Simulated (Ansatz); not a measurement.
**CH8OSi3: one species, many methods**

Aim: compute CH8OSi3 with functionals from several rungs and with coupled cluster, and see how far each lands from CCSD(T) at the basis-set limit for the atomisation energy.

Computed with Ansatz 0.2.0, Gaussian basis. Level: functionals in def2-TZVPP, the program's frozen cores in correlated methods.

Levels to be run: LDA (SPW92), PBE-D4, revPBE-D4, BLYP-D4, r2SCAN-D4, B97M-V, PBE0-D4, B3LYP-D4, r2SCANh-D4, r2SCAN0-D4, HSE06-D4, BHLYP-D4, CAM-B3LYP-D4, LC-ωPBE, ωB97X-V, ωB97M-V, B2PLYP, PBE-QIDH; CCSD(T)/def2-SVP; CCSD(T)/def2-TZVPP; MP2/def2-QZVPP; extrapolation to the limit; RPA on PBE.

## Step 1: The geometry

An earlier PBE0-D4 in a triple-zeta def2 set relaxation fixed the geometry.

SMILES `OC[SiH]1[SiH2][SiH2]1`, 13 atoms, charge 0, spin multiplicity 1.

Atoms are counted from 1 here; the program's logs count them from 0.

Bond lengths: O1–C2 1.416 Å, O1–H6 0.961 Å, C2–Si3 1.892 Å, C2–H7 1.099 Å, C2–H8 1.099 Å, Si3–Si4 2.331 Å, Si3–Si5 2.325 Å, Si3–H9 1.485 Å, Si4–Si5 2.334 Å, Si4–H10 1.484 Å, Si4–H11 1.486 Å, Si5–H12 1.484 Å, Si5–H13 1.485 Å. Angles: C2–O1–H6 108.7°, O1–C2–Si3 109.3°, O1–C2–H7 111.9°, O1–C2–H8 112.2°, Si3–C2–H7 108.0°, Si3–C2–H8 108.2°, H7–C2–H8 107.1°, C2–Si3–Si4 117.1°, C2–Si3–Si5 119.3°, C2–Si3–H9 114.2°, Si4–Si3–Si5 60.2°, Si4–Si3–H9 117.8°, Si5–Si3–H9 118.0°, Si3–Si4–Si5 59.8°, Si3–Si4–H10 119.9°, Si3–Si4–H11 118.1°, Si5–Si4–H10 119.6°, Si5–Si4–H11 117.5° and more.

## Step 2: LDA

This LDA is Slater exchange with PW92 correlation.

The input, in.yaml:

```yaml
crystal:
  periodic: [false, false, false]
  atoms:
    - {symbol: O, position_ang: [-1.912131, -0.076730, 1.880466]}
    - {symbol: C, position_ang: [-1.363095, -0.773961, 0.777601]}
    - {symbol: Si, position_ang: [0.457480, -0.299267, 0.581922]}
    - {symbol: Si, position_ang: [1.356274, -0.393889, -1.566939]}
    - {symbol: Si, position_ang: [1.005936, 1.667083, -0.529891]}
    - {symbol: H, position_ang: [-2.824872, -0.353784, 1.995708]}
    - {symbol: H, position_ang: [-1.417934, -1.863500, 0.911944]}
    - {symbol: H, position_ang: [-1.881585, -0.537440, -0.162040]}
    - {symbol: H, position_ang: [1.321465, -0.724302, 1.712542]}
    - {symbol: H, position_ang: [2.741493, -0.887774, -1.767222]}
    - {symbol: H, position_ang: [0.452202, -0.761388, -2.687150]}
    - {symbol: H, position_ang: [2.182501, 2.454695, -0.085393]}
    - {symbol: H, position_ang: [-0.097432, 2.515358, -1.046648]}
basis:
  gaussian: {orbitals: def2-TZVPP}
hamiltonian: {xc: lda}
output: {orbitals: {seedname: orbitals}}
```

The runs that follow: PBE-D4 (GGA); revPBE-D4 (GGA); BLYP-D4 (GGA); r2SCAN-D4 (meta-GGA); B97M-V (meta-GGA); PBE0-D4 (hybrid); B3LYP-D4 (hybrid); r2SCANh-D4 (hybrid); r2SCAN0-D4 (hybrid); HSE06-D4 (hybrid); BHLYP-D4 (hybrid); CAM-B3LYP-D4 (range-separated); LC-ωPBE (range-separated); ωB97X-V (range-separated); ωB97M-V (range-separated); B2PLYP (double hybrid); PBE-QIDH (double hybrid); CCSD(T) in def2-SVP; CCSD(T) in def2-TZVPP; MP2 in def2-QZVPP; RPA on PBE orbitals.

Q: Predict the results of all the runs planned. Wanted: atomisation energy, CCSD(T)/CBS; farthest beyond LDA; mean size of error, GGA; mean size of error, meta-GGA; mean size of error, hybrid; mean size of error, range-separated; mean size of error, double hybrid; gap, smallest and largest; T1 diagnostic.

The runs gave:

| quantity | value |
| --- | --- |
| atomisation energy, CCSD(T)/CBS | 4163.9 kJ/mol |
| functionals within 20.8 kJ/mol (0.5 %) | r2SCAN-D4, PBE0-D4, B3LYP-D4, r2SCANh-D4, HSE06-D4, CAM-B3LYP-D4, ωB97M-V |
| farthest beyond LDA | BHLYP-D4 (-109.2 kJ/mol) |
| mean size of error, GGA | 43.9 kJ/mol |
| mean size of error, meta-GGA | 21.0 kJ/mol |
| mean size of error, hybrid | 35.2 kJ/mol |
| mean size of error, range-separated | 21.3 kJ/mol |
| mean size of error, double hybrid | 63.4 kJ/mol |
| gap, smallest and largest | 3.83 eV (LDA (SPW92)), 10.31 eV (LC-ωPBE) |
| T1 diagnostic | 0.0135 |
| triples share of the correlation energy | 4.0 % |

What this shows: LDA overbinds by 558.8 kJ/mol (13 %). PBE-D4 is off by +31.7 kJ/mol. Double hybrids carry the basis error of their MP2 part in triple zeta, and no dispersion term here, so their miss is partly the set-up's. By mean error the best rung here is meta-GGA (21.0 kJ/mol) and the worst beyond LDA is double hybrid (63.4 kJ/mol). The gap between the best rungs is small, so their order is not settled. Misses under about 20.8 kJ/mol are within the doubt on the reference itself, which lacks core-valence correlation, relativity and higher excitations. Hartree-Fock recovers 72 % of the binding; the rest is correlation. CCSD(T) in def2-SVP is off by -295.6 kJ/mol, so the small basis spoils what the method gains. The gap grows from 3.8 to 10.3 eV across the functionals, mostly with the share of exact exchange.
